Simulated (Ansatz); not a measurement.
**CH7AsInN: a ladder of functionals and wavefunction methods**

Aim: compute CH7AsInN with functionals from several rungs and with coupled cluster, and see how far each lands from CCSD(T) at the basis-set limit for the atomisation energy.

Program: Ansatz 0.2.0, Gaussian basis. Level of theory: functionals in def2-TZVPP, the program's frozen cores in correlated methods. These are calculated values, not measurements.

Plan: LDA (SPW92), PBE-D4, revPBE-D4, BLYP-D4, r2SCAN-D4, B97M-V, PBE0-D4, B3LYP-D4, r2SCANh-D4, r2SCAN0-D4, HSE06-D4, BHLYP-D4, CAM-B3LYP-D4, LC-ωPBE, ωB97X-V, ωB97M-V, B2PLYP, PBE-QIDH; CCSD(T)/def2-SVP; CCSD(T)/def2-TZVPP; MP2/def2-QZVPP; extrapolation to the limit; RPA on PBE.

## 1. Structure used throughout

All runs share one geometry, relaxed beforehand with PBE0-D4 in a triple-zeta def2 set. In takes the def2 core potential; no spin-orbit term is included.

SMILES `N[CH]([AsH2])[InH2]`, 11 atoms, charge 0, spin multiplicity 1.

Atoms are counted from 1 here; the program's logs count them from 0.

Bond lengths: N1–C2 1.454 Å, N1–H5 1.012 Å, N1–H6 1.011 Å, C2–As3 2.004 Å, C2–In4 2.173 Å, C2–H7 1.091 Å, As3–H8 1.532 Å, As3–H9 1.538 Å, In4–H10 1.725 Å, In4–H11 1.734 Å. Angles: C2–N1–H5 111.6°, C2–N1–H6 111.2°, H5–N1–H6 107.4°, N1–C2–As3 106.0°, N1–C2–In4 121.3°, N1–C2–H7 109.1°, As3–C2–In4 101.5°, As3–C2–H7 104.2°, In4–C2–H7 112.8°, C2–As3–H8 95.0°, C2–As3–H9 96.7°, H8–As3–H9 91.1°, C2–In4–H10 123.2°, C2–In4–H11 113.6°, H10–In4–H11 122.8°.

As a file:

```xyz
11
CH7AsInN
N    -0.6590    1.6824    0.0014
C     0.3489    0.6529    0.1999
As    1.0141    0.1727   -1.6281
In   -0.1731   -1.3001    0.9979
H    -1.5685    1.2811   -0.1898
H    -0.7529    2.2650    0.8227
H     1.2169    1.0932    0.6925
H    -0.2663   -0.5552   -2.0482
H     1.6765   -1.1586   -1.2348
H     0.9813   -2.3759    1.6943
H    -1.8179   -1.7574    0.6922
```

## 2. LDA

This LDA is Slater exchange with PW92 correlation.

Input file in.yaml:

```yaml
crystal:
  periodic: [false, false, false]
  atoms:
    - {symbol: N, position_ang: [-0.658952, 1.682409, 0.001379]}
    - {symbol: C, position_ang: [0.348866, 0.652928, 0.199895]}
    - {symbol: As, position_ang: [1.014066, 0.172704, -1.628120]}
    - {symbol: In, position_ang: [-0.173137, -1.300150, 0.997894]}
    - {symbol: H, position_ang: [-1.568481, 1.281055, -0.189779]}
    - {symbol: H, position_ang: [-0.752895, 2.264987, 0.822684]}
    - {symbol: H, position_ang: [1.216922, 1.093227, 0.692534]}
    - {symbol: H, position_ang: [-0.266313, -0.555243, -2.048168]}
    - {symbol: H, position_ang: [1.676480, -1.158634, -1.234791]}
    - {symbol: H, position_ang: [0.981339, -2.375867, 1.694316]}
    - {symbol: H, position_ang: [-1.817874, -1.757416, 0.692164]}
basis:
  gaussian: {orbitals: def2-TZVPP}
hamiltonian: {xc: lda}
output: {orbitals: {seedname: orbitals}}
```

The run is started by

```
> ansatz run in.yaml --threads 4 --pin off --events-out ev --progress --plain --max-ram 10444MiB
```

After this run come: PBE-D4 (GGA); revPBE-D4 (GGA); BLYP-D4 (GGA); r2SCAN-D4 (meta-GGA); B97M-V (meta-GGA); PBE0-D4 (hybrid); B3LYP-D4 (hybrid); r2SCANh-D4 (hybrid); r2SCAN0-D4 (hybrid); HSE06-D4 (hybrid); BHLYP-D4 (hybrid); CAM-B3LYP-D4 (range-separated); LC-ωPBE (range-separated); ωB97X-V (range-separated); ωB97M-V (range-separated); B2PLYP (double hybrid); PBE-QIDH (double hybrid); CCSD(T) in def2-SVP; CCSD(T) in def2-TZVPP; MP2 in def2-QZVPP; RPA on PBE orbitals.

**Question.** What will the summary of the whole plan be? Wanted: atomisation energy, CCSD(T)/CBS; farthest beyond LDA; mean size of error, GGA; mean size of error, meta-GGA; mean size of error, hybrid; mean size of error, range-separated; mean size of error, double hybrid; gap, smallest and largest; T1 diagnostic.

**Answer**, as computed:

```
                               quantity                                                                                    value
        atomisation energy, CCSD(T)/CBS                                                                           739.1 kcal/mol
functionals within 7.4 kcal/mol (1.0 %)  BLYP-D4, r2SCAN-D4, B97M-V, PBE0-D4, B3LYP-D4, HSE06-D4, CAM-B3LYP-D4, ωB97X-V, ωB97M-V
                    farthest beyond LDA                                                                BHLYP-D4 (-23.5 kcal/mol)
                mean size of error, GGA                                                                             6.6 kcal/mol
           mean size of error, meta-GGA                                                                             3.5 kcal/mol
             mean size of error, hybrid                                                                             9.7 kcal/mol
    mean size of error, range-separated                                                                             4.5 kcal/mol
      mean size of error, double hybrid                                                                            14.6 kcal/mol
              gap, smallest and largest                                                 2.51 eV (LDA (SPW92)), 8.61 eV (LC-ωPBE)
                          T1 diagnostic                                                                                   0.0134
triples share of the correlation energy                                                                                    3.6 %
```

The LDA atomisation energy is off by 119.2 kcal/mol (16 %): it overbinds. PBE-D4 is off by +9.8 kcal/mol. Double hybrids carry the basis error of their MP2 part in triple zeta, and no dispersion term here, so their miss is partly the set-up's. The rungs meta-GGA, range-separated, GGA miss on average by less than the doubt on the reference (7.4 kcal/mol), so they tie. The reference freezes the cores and leaves out spin-orbit coupling and excitations past (T), and its outer-core shells are covered unevenly, so misses under about 7.4 kcal/mol can't be ranked. All levels share the lack of spin-orbit coupling, which lowers the free heavy atoms and so the true binding. Hartree-Fock recovers 66 % of the binding; the rest is correlation. CCSD(T) in def2-SVP is off by -59.2 kcal/mol, so the small basis spoils what the method gains. Orbital gaps span 2.5 to 8.6 eV; exact exchange widens them. Correlated methods include outer-core shells of As, In, which these sets cover unevenly.
